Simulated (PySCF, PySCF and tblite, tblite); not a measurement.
# C6H10Si: a path driven as a shift of bonds, and NMR exchange

How fast is a shift of bonds in C6H10Si (`CC1([SiH3])C=CC=C1`), and when do the exchanging lines merge?

Programs: PySCF 2.14.0 with density-fitted response routines of our own, and tblite 0.8.0. All values are computed, except where a source is named. Atoms count from 0 throughout.

### 1 The molecule as given

17 atoms, charge 0, multiplicity 1; geometry from: force field or distance geometry start.

Bonds of the start (Å): C0–C1 1.53, C0–H7 1.10, C0–H8 1.10, C0–H9 1.10, C1–C3 1.53, C1–C6 1.52, C1–Si2 1.92, C3–C4 1.34, C3–H13 1.09, C4–C5 1.45, C4–H14 1.07, C5–C6 1.34, C5–H15 1.07, C6–H16 1.08, Si2–H10 1.50, Si2–H11 1.50, Si2–H12 1.48.

### 2 GFN2-xTB relaxation, start minimum

The job: settings as JSON, then the geometry in Å.

```
{"job": {"xc": "GFN2-xTB", "basis": "xTB", "kind": "relax"}, "charge": 0, "multiplicity": 1}
C     -0.663400     1.427700     0.762100
C     -0.251500     0.137300     0.041400
Si    -1.751800    -0.833700    -0.655100
C      0.589400    -0.716700     0.986300
C      1.838200    -0.850800     0.529600
C      1.957100    -0.129800    -0.719500
C      0.790800     0.450700    -1.025700
H     -1.340000     1.229700     1.608100
H      0.196100     1.972700     1.166500
H     -1.199300     2.109600     0.083700
H     -2.491300     0.026000    -1.634800
H     -2.698200    -1.183600     0.448100
H     -1.341400    -2.079800    -1.333200
H      0.235200    -1.157300     1.916300
H      2.643100    -1.385800     0.990200
H      2.869900    -0.067200    -1.281900
H      0.610200     1.062900    -1.892000
```

Started as:

```bash
$ OMP_NUM_THREADS=1 python ens_run.py task.json out
```

This one command runs the whole study; its stages follow in the order run.

The log of the run:

```text
step      E/eV     max force
  0    -534.11106    1.364
  1    -534.15717    0.432
  2    -534.17291    0.295
  3    -534.18471    0.417
  4    -534.19696    0.417
  5    -534.20688    0.214
  6    -534.21231    0.197
  7    -534.21658    0.236
  8    -534.22187    0.284
  9    -534.22555    0.175
 10    -534.22802    0.119
 11    -534.23015    0.122
 12    -534.23267    0.200
 13    -534.23540    0.221
 14    -534.23774    0.159
 15    -534.23995    0.171
 16    -534.24282    0.230
 17    -534.24670    0.241
 18    -534.25117    0.178
 19    -534.25549    0.166
 20    -534.25989    0.190
 21    -534.26514    0.213
 22    -534.27103    0.216
 23    -534.27639    0.163
 24    -534.28055    0.134
 25    -534.28381    0.130
 26    -534.28653    0.131
 27    -534.28852    0.102
 28    -534.28990    0.090
 29    -534.29105    0.096
 30    -534.29218    0.092
 31    -534.29320    0.087
 32    -534.29403    0.083
 33    -534.29474    0.076
 34    -534.29543    0.082
 35    -534.29599    0.079
 36    -534.29639    0.045
 37    -534.29673    0.068
 38    -534.29714    0.070
 39    -534.29752    0.066
 40    -534.29779    0.041
 41    -534.29798    0.042
 42    -534.29817    0.054
 43    -534.29843    0.053
 44    -534.29875    0.050
 45    -534.29905    0.051
 46    -534.29930    0.047
 47    -534.29947    0.037
 48    -534.29956    0.031
 49    -534.29960    0.014
 50    -534.29961    0.011
 51    -534.29962    0.007
 52    -534.29962    0.004
 53    -534.29962    0.003
```

It took 0.36 s on 1 thread of Intel Xeon Platinum 8488C, shared host.

The energy fell by 0.189 eV, and the atoms moved 0.25 Å (root mean square).

### 3 Relaxed scan, to the middle

The job: settings as JSON, then the geometry in Å.

```
{"job": {"xc": "GFN2-xTB", "basis": "xTB", "coordinate": [["d", [2, 1], 1], ["d", [2, 6], -1]], "kind": "drive"}, "charge": 0, "multiplicity": 1}
C     -0.785525     1.518357     0.803409
C     -0.165529     0.294408     0.153451
Si    -1.527657    -0.830474    -0.634195
C      0.577783    -0.637249     1.027409
C      1.733302    -0.990206     0.426610
C      1.855092    -0.273630    -0.808266
C      0.774378     0.519057    -0.964798
H     -1.476787     1.229126     1.592534
H     -0.005453     2.139889     1.241965
H     -1.326389     2.113965     0.070656
H     -2.252920    -0.033603    -1.627004
H     -2.456799    -1.224683     0.427862
H     -0.894766    -1.993065    -1.245337
H      0.209688    -0.972765     1.980057
H      2.464984    -1.686505     0.798012
H      2.689825    -0.363866    -1.481513
H      0.579774     1.203273    -1.770764
```

The log of the run:

```text
point  coordinate     E/eV
  0     -0.620     -534.27739
  1     -0.481     -534.21608
  2     -0.331     -534.12986
  3     -0.172     -534.04839
  4      0.002     -534.01348
```

It took 1.2 s on 1 thread of Intel Xeon Platinum 8488C, shared host.

The highest point is number 4, 6.1 kcal/mol above the first.

### 4 Relaxed scan, from the middle, back

The job: settings as JSON, then the geometry in Å.

```
{"job": {"xc": "GFN2-xTB", "basis": "xTB", "coordinate": [["d", [2, 1], 1], ["d", [2, 6], -1]], "kind": "drive"}, "charge": 0, "multiplicity": 1}
C     -0.870551     1.517493     1.011986
C     -0.045092     0.420254     0.418778
Si    -1.220667    -0.735361    -0.885576
C      0.715153    -0.512149     1.150514
C      1.704629    -1.037155     0.329740
C      1.611259    -0.457980    -0.924711
C      0.522407     0.435316    -0.926198
H     -1.519805     1.138408     1.800388
H     -0.219473     2.278114     1.445699
H     -1.486213     1.993519     0.251266
H     -1.664804    -0.364993    -2.239488
H     -2.449806    -0.590015    -0.086246
H     -0.700478    -2.087920    -0.802500
H      0.544012    -0.765088     2.181338
H      2.426024    -1.778810     0.622884
H      2.236569    -0.673854    -1.771876
H      0.390605     1.243293    -1.624131
```

The log of the run:

```text
point  coordinate     E/eV
  0     -0.104     -534.02392
  1     -0.211     -534.06571
  2     -0.308     -534.11535
  3     -0.406     -534.17387
  4     -0.496     -534.22414
  5     -0.584     -534.26378
  6     -0.670     -534.28909
  7     -0.755     -534.29750
```

It took 1.4 s on 1 thread of Intel Xeon Platinum 8488C, shared host.

### 5 Relaxed scan, from the middle, on

job is that of step 4.

The log of the run:

```text
point  coordinate     E/eV
  0      0.117     -534.04057
  1      0.223     -534.09912
  2      0.319     -534.16516
  3      0.418     -534.24643
  4      0.507     -534.31385
  5      0.594     -534.36998
  6      0.680     -534.41397
  7      0.763     -534.43825
```

Wall time 1.5 s (1 thread of Intel Xeon Platinum 8488C, shared host).

### 6 Nudged elastic band, leg 1

The job: settings as JSON, then the geometry in Å.

```
{"job": {"xc": "GFN2-xTB", "basis": "xTB", "kind": "neb"}, "charge": 0, "multiplicity": 1}
C     -0.786625     1.520665     0.800541
C     -0.169032     0.295016     0.151239
Si    -1.533583    -0.828172    -0.634445
C      0.573973    -0.636484     1.025681
C      1.729266    -0.990677     0.425245
C      1.851297    -0.275228    -0.810353
C      0.770977     0.517867    -0.967324
H     -1.477513     1.233697     1.590906
H     -0.004904     2.141466     1.237263
H     -1.327347     2.116024     0.067439
H     -2.259510    -0.030889    -1.626418
H     -2.462984    -1.219497     0.428429
H     -0.901627    -1.991515    -1.245104
H      0.205397    -0.971932     1.978101
H      2.460955    -1.686302     0.798019
H      2.685547    -0.366425    -1.484095
H      0.576521     1.201855    -1.773461
```

The log of the run:

```text
image   E - E0 / eV
  0       0.0000
  1       0.0635
  2       0.2864
  3       0.0262
  4      -0.1176
  5      -0.1516
  6      -0.1639
```

It took 1.8 s on 1 thread of Intel Xeon Platinum 8488C, shared host; peak memory 0.19 GiB.

The highest point is number 2, 6.6 kcal/mol above the first.

### 7 Saddle search, leg 1

The job: settings as JSON, then the geometry in Å.

```
{"job": {"xc": "GFN2-xTB", "basis": "xTB", "kind": "saddle"}, "charge": 0, "multiplicity": 1}
C     -0.862914     1.513763     1.017913
C     -0.068019     0.403661     0.398407
Si    -1.237764    -0.744838    -0.848226
C      0.713403    -0.523425     1.141067
C      1.703874    -1.034392     0.327587
C      1.616900    -0.438586    -0.930441
C      0.548161     0.458222    -0.924658
H     -1.502068     1.133821     1.813875
H     -0.193065     2.259152     1.448949
H     -1.488617     2.008613     0.277646
H     -1.605725    -0.400651    -2.231279
H     -2.503686    -0.578432    -0.117292
H     -0.716064    -2.095420    -0.744590
H      0.544797    -0.773630     2.173485
H      2.424986    -1.780596     0.610860
H      2.247916    -0.650796    -1.774527
H      0.377887     1.243534    -1.638776
```

The log of the run:

```text
step      E/eV     max force
  0    -534.01318   0.0362
  1    -534.01349   0.0891
  2    -534.01335   0.0166
  3    -534.01380   0.0224
  4    -534.01383   0.0010
lowest wavenumbers (cm-1): -241.7 157.4 190.8 209.8 251.4 303.1
```

Run time: 2.3 s. Hardware: 1 thread of Intel Xeon Platinum 8488C, shared host; peak memory 0.19 GiB.

Point group C1; 1 imaginary mode, 242i cm⁻¹, carried by C6, Si2, C1. Steps downhill from it reached both ends.

### 8 DFT refinement, start: PBE0-D3(BJ)/def2-SVP

The job: settings as JSON, then the geometry in Å.

```
{"job": {"xc": "PBE0", "basis": "def2-SVP", "kind": "refine"}, "charge": 0, "multiplicity": 1}
C     -0.785525     1.518357     0.803409
C     -0.165529     0.294408     0.153451
Si    -1.527657    -0.830474    -0.634195
C      0.577783    -0.637249     1.027409
C      1.733302    -0.990206     0.426610
C      1.855092    -0.273630    -0.808266
C      0.774378     0.519057    -0.964798
H     -1.476787     1.229126     1.592534
H     -0.005453     2.139889     1.241965
H     -1.326389     2.113965     0.070656
H     -2.252920    -0.033603    -1.627004
H     -2.456799    -1.224683     0.427862
H     -0.894766    -1.993065    -1.245337
H      0.209688    -0.972765     1.980057
H      2.464984    -1.686505     0.798012
H      2.689825    -0.363866    -1.481513
H      0.579774     1.203273    -1.770764
```

The log of the run:

```text
step      E/eV     max force
  0    -14244.05477   0.8672
  1    -14244.13791   0.1335
  2    -14244.13927   0.0274
  3    -14244.13934   0.0030
```

It took 61 s on 1 thread of Intel Xeon Platinum 8488C, shared host; peak memory 0.62 GiB.

Gain 0.085 eV; displacement 0.03 Å root mean square.

DFT refinement, saddle of leg 1: PBE0-D3(BJ)/def2-SVP:

The job: settings as JSON, then the geometry in Å.

```
{"job": {"xc": "PBE0", "basis": "def2-SVP", "kind": "refine"}, "charge": 0, "multiplicity": 1}
C     -0.864849     1.521543     1.013337
C     -0.050952     0.415729     0.418750
Si    -1.220500    -0.742252    -0.875317
C      0.712283    -0.517565     1.151350
C      1.702407    -1.039200     0.331022
C      1.611486    -0.454597    -0.922894
C      0.523398     0.436474    -0.923290
H     -1.512466     1.150030     1.805982
H     -0.203136     2.275322     1.442817
H     -1.481404     2.004409     0.257405
H     -1.664857    -0.359889    -2.224352
H     -2.453720    -0.620629    -0.079292
H     -0.688819    -2.090924    -0.808378
H      0.545434    -0.769931     2.183353
H      2.421289    -1.785223     0.620893
H      2.240677    -0.665344    -1.768819
H      0.383729     1.242045    -1.622567
```

The log of the run:

```text
step      E/eV     max force
  0    -14243.64605   0.6466
  1    -14243.74134   0.1888
  2    -14243.74550   0.1565
  3    -14243.74770   0.0568
  4    -14243.74765   0.0236
  5    -14243.74770   0.0047
```

Run time: 94 s. Hardware: 1 thread of Intel Xeon Platinum 8488C, shared host; peak memory 0.62 GiB.

Relaxing gained 0.102 eV and moved the atoms by 0.05 Å on average (rms).

### 9 DFT refinement, end: PBE0-D3(BJ)/def2-SVP

The job: settings as JSON, then the geometry in Å.

```
{"job": {"xc": "PBE0", "basis": "def2-SVP", "kind": "refine"}, "charge": 0, "multiplicity": 1}
C     -0.858244     1.425559     1.316972
C      0.117780     0.491124     0.691745
Si    -1.279020    -0.665382    -1.418354
C      1.002827    -0.321078     1.308519
C      1.788978    -1.010500     0.324675
C      1.397726    -0.621690    -0.903074
C      0.248970     0.304231    -0.775149
H     -0.712528     1.461300     2.394270
H     -0.736933     2.432145     0.915629
H     -1.883486     1.111350     1.117510
H     -1.071135    -0.970482    -2.834934
H     -2.466057     0.184027    -1.279610
H     -1.427461    -1.887451    -0.633312
H      1.130430    -0.433762     2.371282
H      2.574159    -1.707853     0.559223
H      1.801946    -0.937313    -1.847698
H      0.334806     1.226717    -1.345860
```

The log of the run:

```text
step      E/eV     max force
  0    -14244.21412   0.9060
  1    -14244.29723   0.1088
  2    -14244.29753   0.1179
  3    -14244.30001   0.0717
  4    -14244.30030   0.0155
  5    -14244.30018   0.1047
  6    -14244.30057   0.0203
  7    -14244.30068   0.0204
  8    -14244.30076   0.0217
  9    -14244.30079   0.0099
```

It took 2.6 min on 1 thread of Intel Xeon Platinum 8488C, shared host; peak memory 0.62 GiB.

Gain 0.087 eV; displacement 0.08 Å root mean square.

### 10 Shieldings, start: PBE0/pcSseg-1

The job: settings as JSON, then the geometry in Å.

```
{"job": {"kind": "nmr", "xc": "PBE0", "basis": "pcSseg-1", "pop": false}, "charge": 0, "multiplicity": 1}
C     -0.795942     1.536402     0.812457
C     -0.151410     0.313527     0.166034
Si    -1.500155    -0.817089    -0.623557
C      0.581486    -0.641316     1.038179
C      1.745847    -1.000041     0.430499
C      1.869016    -0.276260    -0.816311
C      0.780175     0.526066    -0.972565
H     -1.499878     1.246784     1.607552
H     -0.022833     2.178981     1.261257
H     -1.349410     2.136666     0.074237
H     -2.267425    -0.035112    -1.645032
H     -2.472615    -1.241610     0.433666
H     -0.867674    -2.009099    -1.253119
H      0.202487    -1.003120     1.995615
H      2.466827    -1.727961     0.805910
H      2.696578    -0.377719    -1.520196
H      0.577927     1.202932    -1.804538
```

The log of the run:

```text
coarse grid: 14344 points
cycle   1  E = -523.5790851532  dE =  7.970e-01  |g| = 3.806e-01  |ddm| = 3.705e+00
cycle   2  E = -523.5670483817  dE =  1.204e-02  |g| = 4.424e-01  |ddm| = 8.944e-01
cycle   3  E = -523.6195888691  dE = -5.254e-02  |g| = 3.957e-02  |ddm| = 5.262e-01
cycle   4  E = -523.6198285814  dE = -2.397e-04  |g| = 2.596e-02  |ddm| = 6.658e-02
cycle   5  E = -523.6199817668  dE = -1.532e-04  |g| = 8.708e-03  |ddm| = 2.940e-02
cycle   6  E = -523.6199997831  dE = -1.802e-05  |g| = 2.612e-03  |ddm| = 1.020e-02
cycle   7  E = -523.6200014178  dE = -1.635e-06  |g| = 2.856e-04  |ddm| = 2.520e-03
final grid: 132896 points
cycle   8  E = -523.6619306081  dE = -2.804e-05  |g| = 7.182e-03  |ddm| = 3.609e-02
cycle   9  E = -523.6619243586  dE =  6.249e-06  |g| = 8.707e-03  |ddm| = 1.667e-02
cycle  10  E = -523.6619446255  dE = -2.027e-05  |g| = 6.999e-04  |ddm| = 9.543e-03
cycle  11  E = -523.6619447160  dE = -9.047e-08  |g| = 2.981e-04  |ddm| = 8.672e-04
cycle  12  E = -523.6619447367  dE = -2.075e-08  |g| = 9.195e-05  |ddm| = 3.434e-04
cycle  13  E = -523.6619447389  dE = -2.135e-09  |g| = 2.047e-05  |ddm| = 1.081e-04
cycle  14  E = -523.6619447390  dE = -9.686e-11  |g| = 4.525e-06  |ddm| = 2.316e-05
converged SCF energy = -523.6619447390

GIAO shielding tensors (ppm)
atom      isotropic    diamagn.    paramagn.     s11        s22        s33       span
  0 C      168.382     242.534     -74.152    157.909    161.860    185.378     27.469
  1 C      128.871     251.613    -122.742    112.628    133.248    140.736     28.108
  2 Si     390.924     879.399    -488.476    314.476    390.711    467.583    153.107
  3 C       37.304     254.089    -216.785    -64.134     29.015    147.031    211.165
  4 C       47.083     253.961    -206.878    -50.403     43.605    148.047    198.450
  5 C       47.082     253.961    -206.880    -50.403     43.608    148.040    198.443
  6 C       37.311     254.091    -216.780    -64.133     29.012    147.054    211.186
  7 H       29.539      29.075       0.464     25.152     27.570     35.895     10.743
  8 H       30.087      28.522       1.565     25.265     26.981     38.014     12.750
  9 H       29.539      29.073       0.466     25.153     27.570     35.894     10.741
 10 H       26.865      29.286      -2.421     23.581     24.566     32.448      8.867
 11 H       26.865      29.286      -2.421     23.581     24.566     32.448      8.867
 12 H       28.673      28.891      -0.217     24.228     27.276     34.516     10.289
 13 H       24.580      32.413      -7.833     22.357     24.287     27.095      4.738
 14 H       24.476      30.688      -6.211     22.679     23.531     27.220      4.541
 15 H       24.476      30.687      -6.210     22.679     23.531     27.220      4.541
 16 H       24.580      32.411      -7.831     22.356     24.288     27.094      4.738
```

Wall time 24 s (1 thread of Intel Xeon Platinum 8488C, shared host); peak memory 0.85 GiB.

In short: HOMO -6.47 eV, LUMO -0.72 eV; dipole 0.46 D.

[end of part 1 of 2]
